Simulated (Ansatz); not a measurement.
**GeH5 (doublet): wave-function methods side by side at distance H1–H2 along a hydrogen transfer = 0.849 Å, cc-pVDZ**

Aim: climb from Hartree-Fock through coupled cluster and multireference methods for GeH5 (doublet) at one geometry and basis, and see what each rung misses.

Computed with Ansatz 0.2.0, Gaussian basis. Level: cc-pVDZ, core rule «outside noble gas», up to 14 orbitals frozen.

To be run: UHF; CCSD(T) on ROHF; CCSD(T) on UHF; BCCD(T) on ROHF; CISD; CCSDT(Q) on ROHF; CCSDT(Q) on UHF; CASSCF and MRCISD+Q, 3 electrons in 3 orbitals; CASSCF and NEVPT2, 3 electrons in 3 orbitals; CASSCF and MRCISD+Q, 9 electrons in 9 orbitals; CASSCF and NEVPT2, 9 electrons in 9 orbitals.

8 further runs of the same task are left out: 7 that didn't finish, 1 set aside as unsound or not needed.

## Step 1: The geometry

The geometry derives from fragments relaxed apart (PBE0/def2-TZVP) and kept rigid, so it is no stationary point. A hydrogen atom is moved between rigid fragments. No spin-orbit coupling is included. The filled d shell of Ge may be among the frozen orbitals whatever the setting's name suggests; the logs give the count.

6 atoms, charge 0, spin multiplicity 2.

Atoms are counted from 1 here; the program's logs count them from 0.

Bond lengths: H1–H2 0.849 Å, H2–Ge3 1.790 Å, Ge3–H4 1.539 Å, Ge3–H5 1.539 Å, Ge3–H6 1.539 Å. Angles: H1–H2–Ge3 180.0°, H2–Ge3–H4 107.7°, H2–Ge3–H5 107.7°, H2–Ge3–H6 107.7°, H4–Ge3–H5 111.2°, H4–Ge3–H6 111.2°, H5–Ge3–H6 111.2°.

Coordinates:

```csv
atom,x (Å),y (Å),z (Å)
H1,-2.5998,0.0000,0.0000
H2,-1.7508,0.0000,0.0000
Ge3,0.0392,0.0000,0.0000
H4,0.5079,-1.4659,0.0000
H5,0.5079,0.7330,-1.2695
H6,0.5079,0.7330,1.2695
```

## Step 2: UHF

Contents of in.yaml:

```yaml
crystal:
  periodic: [false, false, false]
  atoms:
    - {symbol: H, position_ang: [-2.599775, 0.000000, -0.000001]}
    - {symbol: H, position_ang: [-1.750775, 0.000000, -0.000001]}
    - {symbol: Ge, position_ang: [0.039225, 0.000000, 0.000000]}
    - {symbol: H, position_ang: [0.507893, -1.465915, 0.000000]}
    - {symbol: H, position_ang: [0.507894, 0.732957, -1.269519]}
    - {symbol: H, position_ang: [0.507893, 0.732957, 1.269520]}
basis:
  gaussian: {orbitals: cc-pVDZ}
magnetization: {spin_polarized: true, initial_magnetization: 1}
hamiltonian: {xc: hf}
output: {orbitals: {seedname: orbitals}}
```

Run with:

```
$ ansatz run in.yaml --threads 1 --pin off --events-out ev --progress --plain --max-ram 2393MiB
```

After this run come: CCSD(T) on ROHF; CCSD(T) on UHF; BCCD(T) on ROHF; CISD; CCSDT(Q) on ROHF; CCSDT(Q) on UHF; CASSCF and MRCISD+Q, 3 electrons in 3 orbitals; CASSCF and NEVPT2, 3 electrons in 3 orbitals; CASSCF and MRCISD+Q, 9 electrons in 9 orbitals; CASSCF and NEVPT2, 9 electrons in 9 orbitals.

Q: Predict the results of all the runs planned. Wanted: UCCSDT(Q) below the RHF energy; RMP2 from UCCSDT(Q); UMP2 from UCCSDT(Q); RCCSD from UCCSDT(Q); RCCSD(T) from UCCSDT(Q); UCCSD(T) from UCCSDT(Q); RCCSDT(Q) from UCCSDT(Q); NEVPT2 pair from UCCSDT(Q); NEVPT2 valence from UCCSDT(Q).

As calculated:

| quantity | value |
| --- | --- |
| UCCSDT(Q) below the RHF energy | -4.5629 eV |
| RMP2 from UCCSDT(Q) | +99.0 kJ/mol |
| UMP2 from UCCSDT(Q) | +99.5 kJ/mol |
| RCCSD from UCCSDT(Q) | +9.9 kJ/mol |
| RCCSD(T) from UCCSDT(Q) | +2.3 kJ/mol |
| UCCSD(T) from UCCSDT(Q) | +2.1 kJ/mol |
| RCCSDT(Q) from UCCSDT(Q) | +0.3 kJ/mol |
| NEVPT2 pair from UCCSDT(Q) | +93.8 kJ/mol |
| NEVPT2 valence from UCCSDT(Q) | +77.4 kJ/mol |
| MRCISD+Q valence from UCCSDT(Q) | +1.2 kJ/mol |
| levels within 1 kcal/mol (43 meV) | RCCSD(T), UCCSD(T), BCCD(T), RCCSDT, UCCSDT, RCCSDT(Q), MRCISD+Q valence |
| T1 diagnostic | 0.019 |
| effectively unpaired electrons | 1.02 |

What this shows: RCCSD(T) lands +2.3 kJ/mol from the yardstick (0.5 % of the correlation energy). One determinant dominates. Of the multireference levels listed MRCISD+Q valence comes nearest in total energy (+1.2 kJ/mol), which doesn't show that its space is the better one. These misses are within one basis, not against nature; the frozen cores of restricted and unrestricted runs differ, which can shift their rows.
